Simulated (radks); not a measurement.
# Taking charge from the 4s level of K in fractions

The task here is to estimate one member of a computed series from the others.

Program: radks (a radial shooting solver on a logarithmic mesh, Libxc functionals) version 1. Level of theory: scalar-relativistic Kohn-Sham, r2SCAN, spin-polarised, spherical densities, finite nucleus. These are calculated values, not measurements, unless marked.

**The atom as given**

* element: potassium (Z = 19)
* charge: 0
* electrons: 19
* configuration: [Ar] 4s(up 1, down 0)
* nuclear rms radius: 3.4349 fm

A shell typed twice in an input gives spin up, then spin down.

Set-up of the first run:

Input:

```text
Z 19
configuration [Ar] 4s1 4s0
relativity scalar-relativistic
functional r2scan,r2scan
spin polarised
nucleus finite rms 3.4349 fm
c 137.035999084
```

Steps of the session up to this table: Start: [Ar] 4s(up 1, down 0).

One of the session's tables, all rows but one given; the rest of the session is left out.

It belongs to the step «Start: [Ar] 4s(up 1, down 0)». Sizes of the orbitals, from the radial functions (bohr):

| level | <r> | outermost maximum (interpolated) | 90 % within | nodes |
| --- | --- | --- | --- | --- |
| 2s down | 0.3863 | 0.318 | 0.602 | 1 |
| 2p up | 0.3500 | 0.263 | 0.578 | 0 |
| 2p down | 0.3500 | 0.263 | 0.578 | 0 |
| 3s up | 1.271 | 1.08 | 1.92 | 2 |
| 3s down | 1.273 | 1.08 | 1.92 | 2 |
| 3p up | 1.435 | 1.16 | 2.24 | 1 |
| 3p down | 1.431 | 1.16 | 2.23 | 1 |
| 4s up | ? | ? | ? | ? |

**Question.** Estimate the row for 4s up.

The run gave: <r>: 4.965; outermost maximum (interpolated): 4.20; 90 % within: 7.43; nodes: 3. In the column «<r>» it is the highest.
